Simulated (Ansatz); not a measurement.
The system is CsLiCr2Te2S3.

```
CELL_PARAMETERS angstrom
3.60358 0.00000 0.00000
-1.80179 3.12079 0.00000
0.00000 0.00000 19.06651
ATOMIC_POSITIONS crystal
Cs 0.00000 0.00000 0.37399
Li 0.66667 0.33333 0.01607
Cr 0.00000 0.00000 0.86637
Cr 0.33333 0.66667 0.16833
Te 0.33333 0.66667 0.53891
Te 0.66667 0.33333 0.77276
S 0.00000 0.00000 0.10030
S 0.33333 0.66667 0.92920
S 0.66667 0.33333 0.23408
```

The cell was built by a generator and needn't be a form met in nature.

```yaml
Program: Ansatz 0.2.0
Task: relaxation of cell and atoms
Functional: revPBE
Potentials_or_basis: Ansatz PAW
Cutoff: "420 eV (not typed: the program's choice for these potentials)"
k_mesh: 6 × 6 × 1
Occupations: fermi-dirac, width 0.05 eV
Spin: collinear spin, ferromagnetic start
Starting_moments: "[0.0, 0.0, 3.0, 3.0, 0.0, 0.0, 0.0, 0.0, 0.0] μB"
```

At the start: volume 23.82 Å³/atom.

Problem. Where does the relaxation end?

Solution. It ends after 13 steps and the volume is 26.95 Å³/atom (+13.1 %); space group P3m1 (No. 156, to 0.05 Å); moment 5.71 μB per cell.

Step by step:
```
step  energy change (eV)  largest force (eV/Å)  volume (Å³)
   1              0.0000                0.0845       214.42
   2             -0.0381                0.1210       223.23
   3             -0.0458                0.0388       227.04
   4             -0.0497                0.0403       230.85
   5             -0.0515                0.0355       233.99
   6             -0.0516                0.0107       234.71
   7             -0.0516                0.0024       234.72
   8             -0.0566                0.0021       234.72
   9             -0.0570                0.0050       236.35
  10             -0.0574                0.0069       240.52
  11             -0.0572                0.0029       242.03
  12             -0.0572                0.0017       242.57
  13             -0.0584                0.0016       242.57
```

Final structure:
```
Cs Li Cr Te S
1.0
     3.64823    0.00000    0.00000
    -1.82412    3.15946    0.00000
     0.00000    0.00000   21.04433
Cs Li Cr Te S
1 1 2 2 3
Direct
  0.00000 0.00000 0.35163
  0.66667 0.33333 0.02425
  0.00000 0.00000 0.88658
  0.33333 0.66667 0.16368
  0.33333 0.66667 0.50220
  0.66667 0.33333 0.80230
  0.00000 0.00000 0.10204
  0.33333 0.66667 0.94394
  0.66667 0.33333 0.22339
```

Caveat: the plane-wave basis is chosen anew once the cell has moved, so the energies of steps on either side of that aren't comparable; only a ferromagnetic start was run, and an antiferromagnetic order may lie lower in energy; the PAW data sets come from PBE, with cores solved anew for the run's functional, which leaves a small shift of forces and pressure.
